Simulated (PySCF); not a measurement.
# C7H8: the cost of one run

Computed with PySCF 2.14.0 and routines of our own; the level stands in each step. Atoms count from 0.

### 1 The starting structure

15 atoms, charge 0, multiplicity 1; geometry from: GFN2-xTB.

### 2 Magnetic properties: GIAO PBE0/pcSseg-1

The job: settings as JSON, then the geometry in Å.

```
{"job": {"kind": "mag", "xc": "PBE0", "basis": "pcSseg-1", "isotopologues": 2}, "charge": 0, "multiplicity": 1}
C     -3.379080    -0.221495    -0.463426
C     -2.154975    -0.125063     0.302978
C     -1.150908    -0.046331     0.951536
C      0.085695     0.057556     1.711699
C      1.234273     0.094249     0.819102
C      2.160831     0.127748     0.060654
C      3.292663     0.165101    -0.840829
H     -3.702173    -1.260532    -0.524883
H     -3.217874     0.158204    -1.472171
H     -4.165256     0.364654     0.012183
H      0.065445     0.972423     2.315769
H      0.175650    -0.802816     2.385292
H      3.838467    -0.777362    -0.794911
H      2.947645     0.324212    -1.862436
H      3.965183     0.977443    -0.564916
```

Level: GIAO PBE0/pcSseg-1 magnetisability, rotational g tensor and spin-rotation constants, non-relativistic, gas phase.

Launch:

```
$ OMP_NUM_THREADS=1 python excited_run.py task.json out
```

The driver reads the jobs from task.json and runs them one after another.

Q: Estimate the wall time and peak memory of this first job on 1 thread of Arm Neoverse V1, shared host.

About 18 s, with a peak of 0.74 GiB.
